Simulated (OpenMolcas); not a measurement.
# Cr⁴⁺ among point charges: CASSCF and CASPT2 levels and susceptibility

How does a field of 3 point charges split the states of Cr⁴⁺, and what χT follows?

Program: OpenMolcas 26.06. Level of theory: state-averaged CASSCF and CASPT2, spin-orbit coupling by RASSI with atomic mean-field integrals. These are calculated values, not measurements, unless marked.

## (1) The system

```
Species                           : Cr⁴⁺ (chromium, Z = 24, 20 electrons)
Basis                             : ANO-RCC-VDZP [5s4p2d1f], 34 functions
Scalar Hamiltonian                : DKH2, point nucleus
Inactive shells                   : 1s 2s 2p 3s 3p
Active space                      : 2 electrons in 5 orbitals (3d)
Some configurations of this space : 3d2
Orbitals                          : optimised for each spin and parity, averaged over all roots
```

Outer shells as boxes (Hund's rule):

3d2
```
3d [↑ ][↑ ][  ][  ][  ]
```

The ion sits among 3 point charges of -0.8 e arranged as a planar triangle (D3h), 2.13 Å from the ion.

Each step is its own input file, run in one work folder so that later steps find the files of earlier ones. Labels, J, g values, rates, χT and fits are worked out afterwards by a script from the matrices that RASSI stores.

## (2) GATEWAY and SEWARD: basis and integrals

Contents of a.inp:

```
&GATEWAY
Coord
1

Cr 0.0 0.0 0.0
Basis=ANO-RCC-VDZP
Group=NoSym
NoMove
AngMom=0.0 0.0 0.0
AMFI
XField
3 Angstrom 0
2.130000 0.000000 0.000000 -0.800000
-1.065000 1.844634 0.000000 -0.800000
-1.065000 -1.844634 0.000000 -0.800000
&SEWARD
```

## (3) Reference wave functions, triplets, 10 roots

Contents of a.inp:

```
&RASSCF
FileOrb=start.orb
Symmetry=1
Spin=3
nActEl=2 0 0
Inactive=9
Ras2=5
CIRoot=10 10 1
SDav=10
CIMx=300
Iter=120 100
PrWF=0.3
OrbListing=Nothing
MaxOrb=0
>>> COPY $Project.JobIph JOB001
```

start.orb holds the contracted functions of the basis, ordered by shell, or the orbitals of the step before.

## (4) CASSCF: singlets, 15 roots

Contents of a.inp:

```
&RASSCF
FileOrb=start.orb
Symmetry=1
Spin=1
nActEl=2 0 0
Inactive=9
Ras2=5
CIRoot=15 15 1
SDav=15
CIMx=300
Iter=120 100
PrWF=0.3
OrbListing=Nothing
MaxOrb=0
>>> COPY $Project.JobIph JOB002
```

## (5) State interaction with spin-orbit coupling

Contents of a.inp:

```
&RASSI
NrOfJobIphs=2 10 15
1 2 3 4 5 6 7 8 9 10
1 2 3 4 5 6 7 8 9 10 11 12 13 14 15
IphNames
JOB001
JOB002
EJob
SpinOrbit
DIPRint=1.0
SOCoupling=1000.0
Subsets=2
Property=9
'ANGMOM' 1 'ANGMOM' 2 'ANGMOM' 3 'MLTPL  1' 1 'MLTPL  1' 2 'MLTPL  1' 3
'AMFI' 1 'AMFI' 2 'AMFI' 3
SOProperty=3
'ANGMOM' 1 'ANGMOM' 2 'ANGMOM' 3
```

## (6) CASPT2: IPEA 0.25, imaginary shift 0.1 (closed shells correlated: 3s 3p)

Contents of a.inp:

```
>>> COPY JOB001 $Project.JobIph
&CASPT2
Multistate=10 1 2 3 4 5 6 7 8 9 10
NoMult
Frozen=5
IPEA=0.25
Imaginary=0.1
MaxIter=60
WThr=0.0 0.3 0.05
PrWF=0.5
NoMix
>>> COPY JOB002 $Project.JobIph
&CASPT2
Multistate=15 1 2 3 4 5 6 7 8 9 10 11 12 13 14 15
NoMult
Frozen=5
IPEA=0.25
Imaginary=0.1
MaxIter=60
WThr=0.0 0.3 0.05
PrWF=0.5
NoMix
```

(Steps that only read results are left out.)

Q: Predict the outcome of this session. Wanted: spin-free ground state; first state of the same spin within the active space; lowest level; next level.

**Answer**, as computed:

| quantity | value |
| --- | --- |
| method | SS-CASPT2, IPEA 0.25, imaginary shift 0.1 (closed shells correlated: 3s 3p) |
| spin-free ground state | 3E, 2-fold in its orbital part |
| first state of the same spin within the active space | 3A2 at 30.3 cm⁻¹ |
| lowest level | 1-fold A1 |
| next level | 223.2 cm⁻¹ |
| χT at 300 K | 0.54 cm³ K/mol |
| effective moment at 300 K | 2.08 μB |

Cost by method:

| method | time of its own steps | time with the reference |
| --- | --- | --- |
| A. CASSCF | 8 s | 8 s |
| B. SS-CASPT2, IPEA 0.25, imaginary shift 0.1, +3s 3p | 3.6 s | 12 s |

Times are of one thread on a shared host.

What this shows: The spin-free ground state (3E) comes to 100 % from free-ion F terms and keeps the highest spin of the shell. χT at 300 K is 0.54, against 1.00 cm³ K/mol for the spin alone, so spin-orbit coupling lowers it. CASPT2 does not keep the components of a term degenerate, and the means are used. The field of point charges can differ much from that of real complexes. This is an electrostatic model: the charges have no orbitals.
